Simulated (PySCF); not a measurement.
**BH2Br (SMILES BBr) at 5 levels**

Wanted: a comparison of 5 runs (B2PLYP/STO-3G, SVWN5/STO-3G, wB97X-V/STO-3G, BCCD(T)/STO-3G, CCSDT/STO-3G) of BH2Br. Input form: a Python script.

The calculation is run with PySCF 2.14.0.

2 further runs of the same task are left out: 2 set aside as unsound or not needed.

### Step 1. The molecule

The species is BH2Br (4 atoms), meant as a singlet with charge 0. As SMILES, `BBr`. The coordinates come from a PBE0-D4/def2-TZVP relaxation.

Bond lengths: B1–Br2 1.891 Å, B1–H3 1.188 Å, B1–H4 1.188 Å. Angles: Br2–B1–H3 117.8°, Br2–B1–H4 117.8°, H3–B1–H4 124.3°.

### Step 2. The energy at B2PLYP/STO-3G (run 1)

Input file start.xyz:

```xyz
4

B     -0.153900     0.025000    -0.096900
Br     1.470100    -0.363400     0.790800
H     -1.111200    -0.617300     0.191700
H     -0.149500     0.895400    -0.905900
```

Input file run.py:

```python
from pyscf import gto, dft, mp

system = gto.M(
    atom='start.xyz',
    verbose=3,
    max_memory=1860,
    basis='sto-3g',
)

mf = dft.RKS(system, xc='0.53*HF + 0.47*B88, 0.73*LYP')
mf.conv_tol = 1e-10
mf.grids.level = 5
mf.kernel()
if not mf.converged:
    mf = mf.newton().run(mf.mo_coeff, mf.mo_occ)

pt = mp.MP2(mf, frozen=10).run()
energy = mf.e_tot + 0.27 * pt.e_corr
print('PT2 part  %.8f' % (0.27 * pt.e_corr))
print('E(%s) = %.9f' % ('B2PLYP', energy))
```

On the command line:

```
$ OMP_NUM_THREADS=1 python run.py
```

Output:

```text
converged SCF energy = -2571.36060115536
E(RMP2) = -2571.42404790346  E_corr = -0.063446748102708
E(SCS-RMP2) = -2571.42958439739  E_corr = -0.0689832420343826
PT2 part  -0.01713062
E(B2PLYP) = -2571.377731777
```

Run time: 3.3 s. Hardware: 1 thread of Arm Neoverse V1, shared host; peak memory 0.22 GiB.

### Step 3. The energy at SVWN5/STO-3G (run 2)

Input file input.xyz:

```xyz
4
BBrH2
B     -0.153900     0.025000    -0.096900
Br     1.470100    -0.363400     0.790800
H     -1.111200    -0.617300     0.191700
H     -0.149500     0.895400    -0.905900
```

Input file calc.py:

```python
from pyscf import gto, dft

molecule = gto.Mole()
molecule.atom = 'input.xyz'
molecule.basis = 'sto-3g'
molecule.verbose = 3
molecule.max_memory = 1860
molecule.spin = 0
molecule.build()

calc0 = dft.RKS(molecule, xc='svwn')
calc0.conv_tol = 1e-10
calc0.grids.level = 5
calc0.kernel()
if not calc0.converged:
    calc0 = calc0.newton().run(calc0.mo_coeff, calc0.mo_occ)

energy = calc0.e_tot
print('Final energy', energy)
```

On the command line:

```
$ OMP_NUM_THREADS=1 python calc.py
```

Output:

```text
converged SCF energy = -2567.68212098898
Final energy -2567.6821209889786
```

Run time: 1.9 s. Hardware: 1 thread of Arm Neoverse V1, shared host; peak memory 0.14 GiB.

Runs 3 to 4 aren't shown in full; the table further down has their settings and results.

### Step 4. A single-point energy at CCSDT/STO-3G (run 5)

Input file calc.py:

```python
from pyscf import gto, scf, cc

system = gto.M(
    atom=[
    ('B', (-0.153900, 0.025000, -0.096900)),
    ('Br', (1.470100, -0.363400, 0.790800)),
    ('H', (-1.111200, -0.617300, 0.191700)),
    ('H', (-0.149500, 0.895400, -0.905900)),
],
    max_memory=1860,
    basis='sto-3g',
    verbose=4,
)

mf = scf.RHF(system)
mf.conv_tol = 1e-10
mf.kernel()
if not mf.converged:
    mf = mf.newton().run(mf.mo_coeff, mf.mo_occ)

mycc = cc.CCSDT(mf, frozen=10)
mycc.kernel()
e_tot = mycc.e_tot
print('E(%s) = %.9f' % ('CCSDT', e_tot))
```

On the command line:

```
$ OMP_NUM_THREADS=1 python calc.py
```

Output:

```text
PySCF version 2.14.0

[... 54 lines left out ...]
converged SCF energy = -2570.21524440676
[... 16 lines left out ...]
WARN: A large `blksize` is being used, which may cause large memory consumption
[... 12 lines left out ...]
Init t2, MP2 energy = -2570.261368168118  E_corr(MP2) -0.046123761358
[... 13 lines left out ...]
RCCSDT converged
[... 3 lines left out ...]
E(CCSDT) = -2570.279182349
```

It took 1.8 s on 1 thread of Arm Neoverse V1, shared host; peak memory 0.11 GiB.

### Step 5. All runs side by side

```
run           level  frozen core orbitals  nlc grid   energy (Eh)  dipole moment (D) of the reference  HOMO energy (eV)  LUMO energy (eV)  wall time
  1   B2PLYP/STO-3G                    10         –  -2571.377732                                0.55             -6.76              2.86      3.3 s
  2    SVWN5/STO-3G                     –         –  -2567.682121                                0.00             -4.28             -0.20      1.9 s
  3  wB97X-V/STO-3G                     –         1  -2571.585356                                0.46             -8.07              3.58       13 s
  4  BCCD(T)/STO-3G                    10         –  -2570.278722                                   –                 –                 –      1.2 s
  5    CCSDT/STO-3G                    10         –  -2570.279182                                0.98             -8.65              5.94      1.8 s
```

### Step 6. Outcome

```
                                           quantity           value
                                run 5: total energy  -2570.27918 Eh
        run 5: dipole moment (Hartree–Fock density)          0.98 D
         run 5: HOMO energy (Hartree–Fock orbitals)        -8.65 eV
         run 5: LUMO energy (Hartree–Fock orbitals)         5.94 eV
       run 5: HOMO–LUMO gap (Hartree–Fock orbitals)        14.59 eV
run 5: correlation energy (10 core orbitals frozen)       -63.9 mEh
                               run 5: T1 diagnostic           0.013
```

**Reading.** Over runs 1, 2, 3 the dipole moment (its size) runs from 0.00 D (SVWN5/STO-3G) to 0.55 D (B2PLYP/STO-3G). A double hybrid's value is that of its SCF part. Over runs 1, 2, 3 the HOMO–LUMO gap runs from 4.07 eV (SVWN5/STO-3G) to 11.65 eV (wB97X-V/STO-3G). Totals of different functionals can't be ranked against each other. In runs 1, 2, 3, 4, 5 the basis is minimal, so the values are rough. All runs together took 21 s, the longest 13 s.
